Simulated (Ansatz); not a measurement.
# LuB2Os2: the cost of one run

Program: Ansatz 0.2.0. Level of theory: reference: DFT r2SCAN, plane waves, PAW, scalar-relativistic, no spin polarisation. These are calculated values, not measurements.

**1. Starting point**

It takes space group I4/mmm (No. 139, tetragonal). The conventional cell has a = 3.787 Å, b = 3.787 Å, c = 8.800 Å, α = 90.00°, β = 90.00°, γ = 90.00°. Around Os (site symmetry -4m2) lie 4 B at 2.19 Å. Lu (site symmetry 4/mmm) has 10 B at 2.89 to 3.30 Å and 8 Os at 2.90 Å as nearest neighbours. B (site symmetry 4mm) is surrounded by 4 Os at 2.19 Å and 1 B at 2.20 Å and 4 Lu at 2.89 Å.

Coordinates:

```cif
data_structure
_symmetry_space_group_name_H-M 'P 1'
_symmetry_Int_Tables_number 1
_cell_length_a 3.7867
_cell_length_b 3.7867
_cell_length_c 5.1505
_cell_angle_alpha 68.432
_cell_angle_beta 68.432
_cell_angle_gamma 90.000
_cell_volume 63.09
loop_
_atom_site_label
_atom_site_type_symbol
_atom_site_fract_x
_atom_site_fract_y
_atom_site_fract_z
_atom_site_occupancy
Os1 Os 0.75000 0.25000 0.50000 1
Os2 Os 0.25000 0.75000 0.50000 1
Lu1 Lu 0.00000 0.00000 0.00000 1
B1 B 0.37500 0.37500 0.25000 1
B2 B 0.62500 0.62500 0.75000 1
```

**2. The reference run**

File input.yaml:

```yaml
crystal:
  lattice:
    - [0.0, 3.786713, 0.0]
    - [3.786713, 0.0, 0.0]
    - [1.893356, 1.893356, -4.399801]
  atoms:
    - { symbol: Os, position: [0.75, 0.25, 0.5] }
    - { symbol: Os, position: [0.25, 0.75, 0.5] }
    - { symbol: Lu, position: [0.0, 0.0, 0.0] }
    - { symbol: B, position: [0.375, 0.375, 0.25] }
    - { symbol: B, position: [0.625, 0.625, 0.75] }
  symmetry: { tolerance: 0.0003 }
kpoints:
  mp_grid: { grid: [5, 5, 5], shift: [0, 0, 0] }
magnetization:
  spin_polarized: false
scf:
  occupations: { method: fermi_dirac }
hamiltonian:
  pseudopotentials: { kind: paw }
  xc: r2scan
basis:
  ecutwfc: 500
output:
  forces: true
  stress: true
  eigenvalues: true
```

Started as:

```console
$ ansatz run input.yaml --threads 1 --pin off --max-ram 2560MiB --backend cpu --events-out ev --progress --plain --runs-dir out
```

What time and memory should one allow on 1 thread of Arm Neoverse V1, shared host?

About 12 s, with a peak of 0.53 GiB.
